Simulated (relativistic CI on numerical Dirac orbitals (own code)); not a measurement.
# Pb XXVII (Pb²⁶⁺): levels and lines

What are the lowest levels and the strongest lines of Pb²⁶⁺? One CI run answers it; runs with one setting changed show what the result hangs on.

The numbers are computed with relativistic CI on numerical Dirac orbitals (own code) version 2 (Dirac-Coulomb-Breit CI, KLI orbitals optimised for each configuration, model QED (radiative potential, 1s self-energy scaled to tabulated hydrogen-like ionisation energies)), except any that are marked as measured or tabulated.

### Step 1. The atom as given

* ion: Pb²⁶⁺ (Pb XXVII)
* nuclear charge: 82
* electrons: 56
* isotope: A = 208
* first configuration typed: [Kr] 4d10 4f10

The outer shells:

first configuration typed
```
[Kr] core
4d [↑↓][↑↓][↑↓][↑↓][↑↓]
4f [↑↓][↑↓][↑↓][↑ ][↑ ][↑ ][↑ ]
```

### Step 2. CI with the chosen configurations

Input settings:

```ini
atom Pb  Z=82  charge=26  electrons=56
nucleus A=208  rms_radius_fm=5.5012
hamiltonian dirac-coulomb  breit=on  qed=on  c_scale=1
orbitals kli  potential=per-configuration
slater_scale 1
correlation none
mixing on
configurations
  [Kr] 4d10 4f10
  [Kr] 4d10 4f9 5s
  [Kr] 4d10 4f8 5s2
  [Kr] 4d9 4f11
  [Kr] 4d8 4f12
  [Ar] 3d10 4s2 4p5 4d10 4f11
  [Kr] 4d10 4f9 6s
  [Ar] 3d10 4s 4p6 4d10 4f11
  [Ar] 3d10 4s2 4p4 4d10 4f12
  [Ar] 3d10 4p6 4d10 4f12
  [Ar] 3d10 4s 4p6 4d9 4f12
  [Ar] 3d10 4s 4p5 4d10 4f12
end
```

### Step 3. Without QED terms

Changes to the settings of step 2:

```diff
@@ -2,3 +2,3 @@
 nucleus A=208  rms_radius_fm=5.5012
-hamiltonian dirac-coulomb  breit=on  qed=on  c_scale=1
+hamiltonian dirac-coulomb  breit=on  qed=off  c_scale=1
 orbitals kli  potential=per-configuration
```

### Step 4. The first 3 configurations alone

Input settings:

```ini
atom Pb  Z=82  charge=26  electrons=56
nucleus A=208  rms_radius_fm=5.5012
hamiltonian dirac-coulomb  breit=on  qed=on  c_scale=1
orbitals kli  potential=per-configuration
slater_scale 1
correlation none
mixing on
configurations
  [Kr] 4d10 4f10
  [Kr] 4d10 4f9 5s
  [Kr] 4d10 4f8 5s2
end
```

(Steps that only read results are left out.)

What does the calculation give? Wanted: lowest level; first excitation; lowest level of the other parity; fastest E1 line; ionisation energy.

The runs gave:

| run | time | mean size of shift, levels followed (cm⁻¹) | lowest level | ionisation energy (eV) |
| --- | --- | --- | --- | --- |
| main run | 2.1 s | 0 | 4f10 5I8 | 874.26 |
| without QED terms | 1.6 s | 103 | 4f10 5I8 | 874.20 |
| the first 3 configurations alone | 0.52 s | 2744 | 4f10 5I8 | - |

The tabulated theoretical ionisation energy (NIST) is 870 eV.

| quantity | value |
| --- | --- |
| lowest level | 4f10 5I8 |
| first excitation | 4f10 5I7, 36297 cm⁻¹ |
| lowest level of the other parity | 4f9 5s 7H°8, 787613 cm⁻¹ |
| levels in the model | 2897 |
| fastest E1 line (by rate) to the lowest level among the lowest 200 of 2897 levels | 10.78 nm, from 4f9 5s [4f5/2^4 4f7/2^5 5s] J=8° (iv) |
| ionisation energy | 874.26 eV |
| ionisation energy, tabulated theoretical (NIST) | 870 eV |

**Reading.** The lowest level is 4f10 5I8, 76 % pure in LS and 81 % in jj coupling; over the low levels the means are 48 and 73 %, so jj coupling describes them better. The ionisation energy agrees with the tabulated theoretical value within its uncertainty of 40 eV. The largest mover is «the first 3 configurations alone» (2744 cm⁻¹ on average). Lifetimes count radiative decay inside the model alone.
